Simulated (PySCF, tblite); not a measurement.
**C₆H₆AlF: geometry, infrared bands and NMR shifts**

Wanted: the infrared bands and NMR shifts of C₆H₆AlF (`F[C]1=CC=CC=[CH][AlH]1`), by calculation.

The runs use tblite 0.8.0 and PySCF 2.14.0, with density-fitted response routines of our own; the level of theory stands in each step. All values are computed, except where a source is named. Atoms count from 0, in the outputs and in this text.

## (1) Starting geometry

14 atoms, charge 0, multiplicity 1; geometry from: force field or distance geometry start.

Bonds of the start (Å): F0–C1 1.34, C1–C2 1.34, C2–C3 1.47, C3–C4 1.35, C4–C5 1.48, C5–C6 1.34, C6–Al7 1.93, Al7–C1 1.95, C2–H8 1.09, C3–H9 1.10, C4–H10 1.08, C5–H11 1.08, C6–H12 1.07, Al7–H13 1.59.

## (2) Geometry optimisation with GFN2-xTB

What the job is given:

```
{"job": {"kind": "relax", "xc": "GFN2-xTB", "basis": "xTB"}, "charge": 0, "multiplicity": 1}
F     -2.579300     1.658900    -0.575000
C     -1.544100     0.904700    -0.185300
C     -1.613100    -0.430100    -0.280900
C     -0.681000    -1.425800     0.255500
C      0.666100    -1.451400     0.306500
C      1.653500    -0.462800    -0.195100
C      1.590300     0.867000    -0.088400
Al     0.026400     1.851700     0.467100
H     -2.557800    -0.826000    -0.646100
H     -1.168400    -2.344600     0.602800
H      1.109000    -2.372200     0.656100
H      2.609000    -0.874600    -0.499400
H      2.446700     1.462500    -0.342400
H      0.042000     3.442100     0.502300
```

Run with:

```
$ OMP_NUM_THREADS=1 python probes_run.py task.json out
```

One launch serves the whole session: the jobs run in the order shown.

**Question.** This job is followed by: GFN2-xTB harmonic vibrations, gas phase; GIAO PBE0/pcSseg-1 NMR shielding, non-relativistic, gas phase. Predict these results of the whole session: strongest single infrared mode (GFN2-xTB); zero-point energy (GFN2-xTB); 13C shifts against TMS (PBE0/pcSseg-1); 1H shifts against TMS (PBE0/pcSseg-1); 19F shifts against CFCl3 (PBE0/pcSseg-1); 27Al shifts against AlH4- (PBE0/pcSseg-1).

**Answer**, as computed:

| quantity | value |
| --- | --- |
| strongest single infrared mode (GFN2-xTB) | 1802 cm⁻¹, 436 km/mol |
| zero-point energy (GFN2-xTB) | 58.2 kcal/mol |
| 13C shifts against TMS (PBE0/pcSseg-1) | 195.9, 157.9, 145.5, 136.1, 134.6, 129.5 ppm |
| 1H shifts against TMS (PBE0/pcSseg-1) | 7.92, 7.39, 6.69, 6.64, 6.48, 5.36 ppm |
| 19F shifts against CFCl3 (PBE0/pcSseg-1) | -87.5 ppm |
| 27Al shifts against AlH4- (PBE0/pcSseg-1) | 166.8 ppm |

What this shows: The optimisation took 81 steps and gained 0.395 eV; among the close pairs (by a distance rule), Al7–H13 changed most, from 1.591 to 1.544 Å. No mode is imaginary among the 36: a minimum at this level. The strongest single mode, at 1802 cm⁻¹, moves mainly H13. Unscaled tight-binding wavenumbers are off by several per cent, some by more. Its intensities can rank the bands wrongly.
